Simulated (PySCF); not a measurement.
**doublet BSiNH4S+ at UCCSD(T)/6-31G(d) (spherical functions)**

Aim: the energy of doublet BSiNH4S+. 

Program for the calculation: PySCF 2.14.0.

8 further runs of the same task are left out: 6 that didn't finish, 2 set aside as unsound or not needed.

**1. Starting point**

The species is BSiNH4S+ (8 atoms), meant as a doublet with charge +1. SMILES of the parent species: `S[SiH]1BN1`. The coordinates come from a PBE0-D4/def2-TZVP relaxation. This is one conformer, not always the lowest. That shape belongs to the parent species and isn't relaxed for this state.

Bond lengths: S1–Si2 2.130 Å, Si2–B3 1.919 Å, Si2–N4 1.750 Å, B3–N4 1.383 Å, S1–H5 1.344 Å, Si2–H6 1.482 Å, B3–H7 1.188 Å, N4–H8 1.010 Å. Some angles: S1–Si2–B3 124.2°, S1–Si2–N4 118.5°, B3–Si2–N4 44.0°, Si2–B3–N4 61.5°, Si2–N4–B3 74.5°, S1–Si2–H6 108.2°, B3–Si2–H6 127.6°, N4–Si2–H6 114.3°, Si2–S1–H5 95.1°, Si2–B3–H7 162.4°.

**2. A single-point energy at UCCSD(T)/6-31G(d) (spherical functions)**

Input file job.py:

```python
from pyscf import gto, scf, cc

mol = gto.Mole()
mol.atom = '''
S     -2.198700    -0.554700    -0.360400
Si    -0.326600    -0.039100     0.515400
B      1.350500    -0.825500     0.014200
N      0.999600     0.392100    -0.541100
H     -2.816800     0.582000     0.001900
H     -0.578800     0.932200     1.605800
H      2.264800    -1.577600    -0.080200
H      1.398200     1.033600    -1.211500
'''
mol.max_memory = 40
mol.charge = 1
mol.spin = 1
mol.verbose = 3
mol.basis = '6-31g*'
mol.build()

calc0 = scf.UHF(mol)
calc0.direct_scf_tol = 1e-13
calc0.max_cycle = 60
calc0.conv_tol = 1e-08
calc0.kernel()

mycc = cc.CCSD(calc0, frozen=12)
mycc.kernel()
e_t = mycc.ccsd_t()
etot = mycc.e_tot + e_t
print('E(%s) = %.9f' % ('CCSD(T)', etot))
```

The run is started by

```
$ OMP_NUM_THREADS=1 python job.py
```

What it wrote:

```text
converged SCF energy = -767.593086640375  <S^2> = 0.75958312  2S+1 = 2.0095603
E(UCCSD) = -768.0569915581348  E_corr = -0.463904917760081
UCCSD(T) correction = -0.0176252196379336
E(CCSD(T)) = -768.074616778
```

Run time: 96 s. Hardware: 1 thread of Arm Neoverse V1, shared host; peak memory 0.36 GiB.

**3. What came out**

At UCCSD(T)/6-31G* (spherical functions), 12 core orbitals frozen:

```
                                                  quantity          value
                                              total energy  -768.07462 Eh
HOMO energy (Hartree–Fock orbitals) (highest over α and β)      -15.42 eV
 LUMO energy (Hartree–Fock orbitals) (lowest over α and β)       -7.45 eV
              correlation energy (12 core orbitals frozen)     -481.5 mEh
                                            (T) correction     -17.63 mEh
                         ⟨S²⟩ of the reference determinant          0.760
                                             T1 diagnostic          0.054
```

What this shows: The T1 diagnostic of 0.054 is above the customary mark for such species, so a single reference may not serve. Mulliken charges of the mean-field density run from -0.76 on N4 to +0.85 on Si2; they depend strongly on the basis. The triples make up 3.7 % of the correlation energy.
